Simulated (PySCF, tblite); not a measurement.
# C4H7F2O−: a rotation path, then NMR shifts on frames

Aim: move C4H7F2O− (`CCC(F)(F)C[O-]`) away from its starting geometry and see how NMR shifts follow the geometry.

Computed with tblite 0.8.0 and PySCF 2.14.0, with density-fitted response routines of our own, on a single molecule in the gas phase. Atoms are numbered from 0 throughout.

## 1. The starting structure

14 atoms, charge -1, multiplicity 1; geometry from: GFN2-xTB.

Bonds of the start (Å): C0–C1 1.52, C1–C2 1.52, C2–F3 1.38, C2–F4 1.39, C2–C5 1.58, C5–O6 1.30, C0–H7 1.09, C0–H8 1.09, C0–H9 1.09, C1–H10 1.09, C1–H11 1.09, C5–H12 1.14, C5–H13 1.15.

## 2. A band between two rotamers with GFN2-xTB

What the job is given:

```
{"job": {"kind": "neb", "xc": "GFN2-xTB", "basis": "xTB", "atoms": [0, 1, 2, 4], "turn": 120}, "charge": -1, "multiplicity": 1}
C      1.936838     0.259369     0.097276
C      0.515538    -0.008756     0.569916
C     -0.538336     0.161863    -0.506921
F     -0.105261    -0.393263    -1.693743
F     -0.672813     1.507005    -0.840316
C     -1.917834    -0.460018    -0.042091
O     -1.793404    -1.545604     0.655836
H      2.033628     1.289326    -0.245041
H      2.189616    -0.401737    -0.728622
H      2.646806     0.093190     0.907183
H      0.243062     0.665737     1.383818
H      0.376337    -1.035880     0.920229
H     -2.512507    -0.554248    -1.006195
H     -2.402347     0.422542     0.506504
```

Method: GFN2-xTB climbing-image nudged elastic band, gas phase.

On the command line:

```bash
OMP_NUM_THREADS=1 python probes_run.py task.json out
```

The driver reads the jobs from task.json and runs them one after another.

The log of the run:

```text
image   E - E0 / eV
  0      -0.0000
  1       0.0153
  2       0.0481
  3       0.0800
  4       0.0893
  5       0.0698
  6       0.0387
  7       0.0177
  8       0.0098
```

It took 2.5 s on 1 thread of Intel Xeon Platinum 8488C, shared host; peak memory 0.18 GiB.

The final band, with the dihedral C0–C1–C2–F4:

| image | dihedral (°) | energy (eV) | energy (kcal/mol) |
| --- | --- | --- | --- |
| 0 | -70 | 0.000 | 0.0 |
| 1 | -53 | 0.015 | 0.4 |
| 2 | -38 | 0.048 | 1.1 |
| 3 | -23 | 0.080 | 1.8 |
| 4 | -8 | 0.089 | 2.1 |
| 5 | 8 | 0.070 | 1.6 |
| 6 | 24 | 0.039 | 0.9 |
| 7 | 40 | 0.018 | 0.4 |
| 8 | 53 | 0.010 | 0.2 |

## 3. Shielding tensors: image 0, PBE0/pcSseg-1

What the job is given:

```
{"job": {"kind": "nmr", "xc": "PBE0", "basis": "pcSseg-1", "pop": false}, "charge": -1, "multiplicity": 1}
C      1.936800     0.259400     0.097300
C      0.515500    -0.008800     0.569900
C     -0.538300     0.161900    -0.506900
F     -0.105300    -0.393300    -1.693700
F     -0.672800     1.507000    -0.840300
C     -1.917800    -0.460000    -0.042100
O     -1.793400    -1.545600     0.655800
H      2.033600     1.289300    -0.245000
H      2.189600    -0.401700    -0.728600
H      2.646800     0.093200     0.907200
H      0.243100     0.665700     1.383800
H      0.376300    -1.035900     0.920200
H     -2.512500    -0.554200    -1.006200
H     -2.402300     0.422500     0.506500
```

With the program's defaults for keys left out, this is: GIAO PBE0/pcSseg-1 NMR shielding, non-relativistic, gas phase.

The log of the run:

```text
coarse grid: 11944 points
cycle   1  E = -430.7298807169  dE =  7.966e-01  |g| = 1.154e+00  |ddm| = 3.128e+00
cycle   2  E = -427.9571855598  dE =  2.773e+00  |g| = 2.930e+00  |ddm| = 1.524e+01
cycle   3  E = -430.8842414231  dE = -2.927e+00  |g| = 6.874e-01  |ddm| = 1.515e+01
cycle   4  E = -430.9804714450  dE = -9.623e-02  |g| = 1.796e-01  |ddm| = 7.841e-01
cycle   5  E = -430.9870827071  dE = -6.611e-03  |g| = 6.207e-02  |ddm| = 3.468e-01
cycle   6  E = -430.9876614968  dE = -5.788e-04  |g| = 2.880e-02  |ddm| = 8.685e-02
cycle   7  E = -430.9878371555  dE = -1.757e-04  |g| = 2.785e-03  |ddm| = 2.289e-02
cycle   8  E = -430.9878384329  dE = -1.277e-06  |g| = 1.491e-03  |ddm| = 3.956e-03
final grid: 116856 points
cycle   9  E = -431.0539347521  dE = -3.696e-05  |g| = 1.107e-02  |ddm| = 2.676e-02
cycle  10  E = -431.0539043685  dE =  3.038e-05  |g| = 1.717e-02  |ddm| = 2.515e-02
cycle  11  E = -431.0539584243  dE = -5.406e-05  |g| = 1.562e-03  |ddm| = 1.770e-02
cycle  12  E = -431.0539589332  dE = -5.089e-07  |g| = 2.975e-04  |ddm| = 2.388e-03
cycle  13  E = -431.0539589452  dE = -1.197e-08  |g| = 1.497e-04  |ddm| = 4.325e-04
cycle  14  E = -431.0539589485  dE = -3.325e-09  |g| = 2.175e-05  |ddm| = 1.396e-04
cycle  15  E = -431.0539589486  dE = -9.379e-11  |g| = 6.173e-06  |ddm| = 3.529e-05
converged SCF energy = -431.0539589486

GIAO shielding tensors (ppm)
atom      isotropic    diamagn.    paramagn.     s11        s22        s33       span
  0 C      177.990     246.571     -68.581    171.033    176.267    186.670     15.637
  1 C      158.742     249.566     -90.824    146.537    158.877    170.812     24.275
  2 C       44.042     243.715    -199.672     19.598     54.792     57.737     38.139
  3 F      319.647     477.247    -157.601    220.326    359.464    379.150    158.823
  4 F      322.402     477.219    -154.817    185.200    347.792    434.213    249.013
  5 C       95.427     234.968    -139.542     63.838     77.570    144.872     81.034
  6 O      266.646     402.724    -136.078    135.360    296.616    367.962    232.601
  7 H       30.851      30.003       0.848     26.255     29.488     36.812     10.557
  8 H       30.716      30.219       0.497     25.861     29.768     36.518     10.658
  9 H       31.298      29.262       2.037     26.850     28.943     38.102     11.251
 10 H       30.821      31.800      -0.979     26.637     29.605     36.219      9.582
 11 H       27.588      30.393      -2.805     21.377     26.884     34.505     13.128
 12 H       25.287      26.490      -1.203     21.520     25.000     29.339      7.819
 13 H       25.581      27.262      -1.681     20.601     25.671     30.470      9.868
```

It took 21 s on 1 thread of Intel Xeon Platinum 8488C, shared host; peak memory 0.72 GiB.

Shifts follow as δ = σ(reference) − σ, with reference shieldings (ppm) from runs at the same level and on the same kind of geometry: 1H TMS 31.72, 13C TMS 186.9, 19F CFCl3 170.9, 17O H2O 336.1. The references are single molecules in the gas phase, so shifts against H2O, NH3, PH3, H3PO4 or CFCl3 are not on the usual liquid scales and can be off by tens of ppm. Each atom is listed at this fixed geometry, with no averaging over motion; a spectrum would average atoms that exchange fast.

| atoms | environment | σ (ppm) | δ (ppm) |
| --- | --- | --- | --- |
| C2 | fully substituted sp3 carbon bonded to 2 F | 44.0 | 142.9 |
| C5 | sp3 CH2 bonded to O | 95.4 | 91.5 |
| C1 | sp3 CH2 | 158.7 | 28.2 |
| C0 | methyl carbon | 178.0 | 8.9 |
| H12 | hydrogen on an sp3 CH2 bonded to O | 25.29 | 6.43 |
| H13 | hydrogen on an sp3 CH2 bonded to O | 25.58 | 6.14 |
| H11 | hydrogen on an sp3 CH2 | 27.59 | 4.13 |
| H8 | hydrogen on a methyl carbon | 30.72 | 1.00 |
| H10 | hydrogen on an sp3 CH2 | 30.82 | 0.90 |
| H7 | hydrogen on a methyl carbon | 30.85 | 0.87 |
| H9 | hydrogen on a methyl carbon | 31.30 | 0.42 |
| F3 | fluorine of a CF2 group | 319.6 | -148.7 |
| F4 | fluorine of a CF2 group | 322.4 | -151.5 |
| O6 | oxygen bonded to C | 266.6 | 69.4 |

## 4. Shielding tensors: image 2, PBE0/pcSseg-1

What the job is given:

```
{"job": {"kind": "nmr", "xc": "PBE0", "basis": "pcSseg-1", "pop": false}, "charge": -1, "multiplicity": 1}
C      1.896800     0.423800     0.156900
C      0.558300    -0.221000     0.485400
C     -0.511000    -0.022800    -0.575100
F     -0.229700    -0.818400    -1.670300
F     -0.434100     1.256100    -1.117600
C     -1.948900    -0.302700     0.021400
O     -1.989600    -1.270800     0.879500
H      1.782300     1.503000     0.076000
H      2.288000     0.047200    -0.786800
H      2.619600     0.210500     0.944200
H      0.151400     0.175100     1.416000
H      0.648700    -1.300400     0.607000
H     -2.612300    -0.413600    -0.897300
H     -2.220100     0.733500     0.438600
```

Level: GIAO PBE0/pcSseg-1 NMR shielding, non-relativistic, gas phase.

The log of the run:

```text
coarse grid: 11944 points
cycle   1  E = -430.7259947107  dE =  7.952e-01  |g| = 1.157e+00  |ddm| = 3.130e+00
cycle   2  E = -427.9997318273  dE =  2.726e+00  |g| = 2.888e+00  |ddm| = 1.527e+01
cycle   3  E = -430.8785738928  dE = -2.879e+00  |g| = 6.964e-01  |ddm| = 1.519e+01
cycle   4  E = -430.9767564347  dE = -9.818e-02  |g| = 1.867e-01  |ddm| = 7.791e-01
cycle   5  E = -430.9841976617  dE = -7.441e-03  |g| = 6.605e-02  |ddm| = 3.825e-01
cycle   6  E = -430.9848596428  dE = -6.620e-04  |g| = 3.017e-02  |ddm| = 9.486e-02
cycle   7  E = -430.9850512035  dE = -1.916e-04  |g| = 2.778e-03  |ddm| = 2.398e-02
cycle   8  E = -430.9850521785  dE = -9.750e-07  |g| = 1.781e-03  |ddm| = 3.816e-03
final grid: 116856 points
cycle   9  E = -431.0517028162  dE = -3.848e-05  |g| = 1.121e-02  |ddm| = 2.765e-02
cycle  10  E = -431.0516750618  dE =  2.775e-05  |g| = 1.692e-02  |ddm| = 2.325e-02
cycle  11  E = -431.0517273423  dE = -5.228e-05  |g| = 1.589e-03  |ddm| = 1.590e-02
cycle  12  E = -431.0517278582  dE = -5.159e-07  |g| = 3.224e-04  |ddm| = 2.573e-03
cycle  13  E = -431.0517278724  dE = -1.428e-08  |g| = 1.574e-04  |ddm| = 5.032e-04
cycle  14  E = -431.0517278762  dE = -3.782e-09  |g| = 2.318e-05  |ddm| = 1.723e-04
cycle  15  E = -431.0517278763  dE = -1.072e-10  |g| = 6.277e-06  |ddm| = 3.870e-05
converged SCF energy = -431.0517278763

GIAO shielding tensors (ppm)
atom      isotropic    diamagn.    paramagn.     s11        s22        s33       span
  0 C      177.385     246.791     -69.407    170.524    175.755    185.876     15.352
  1 C      155.487     248.108     -92.621    150.246    153.905    162.310     12.065
  2 C       45.196     243.404    -198.208     19.392     55.491     60.706     41.314
  3 F      314.941     477.198    -162.257    194.774    367.986    382.063    187.288
  4 F      322.032     477.228    -155.196    208.412    349.197    408.486    200.074
  5 C       91.779     235.517    -143.738     59.551     75.511    140.274     80.723
  6 O      275.747     402.707    -126.960    144.571    320.393    362.276    217.705
  7 H       30.732      30.263       0.469     26.168     29.547     36.482     10.315
  8 H       30.837      30.005       0.832     26.254     29.587     36.670     10.415
  9 H       31.217      29.245       1.972     26.716     28.920     38.015     11.299
 10 H       29.413      31.222      -1.809     24.349     29.217     34.674     10.324
 11 H       29.372      31.322      -1.950     24.370     29.256     34.490     10.119
 12 H       25.051      26.535      -1.484     21.048     25.111     28.994      7.946
 13 H       25.360      27.474      -2.114     20.316     25.544     30.220      9.904
```

Wall time 19 s (1 thread of Intel Xeon Platinum 8488C, shared host); peak memory 0.79 GiB.

This run: δ C2 141.7, C5 95.1, C1 31.4, C0 9.5, H12 6.67, H13 6.36 ppm.

(Part 1 of 2 ends here.)
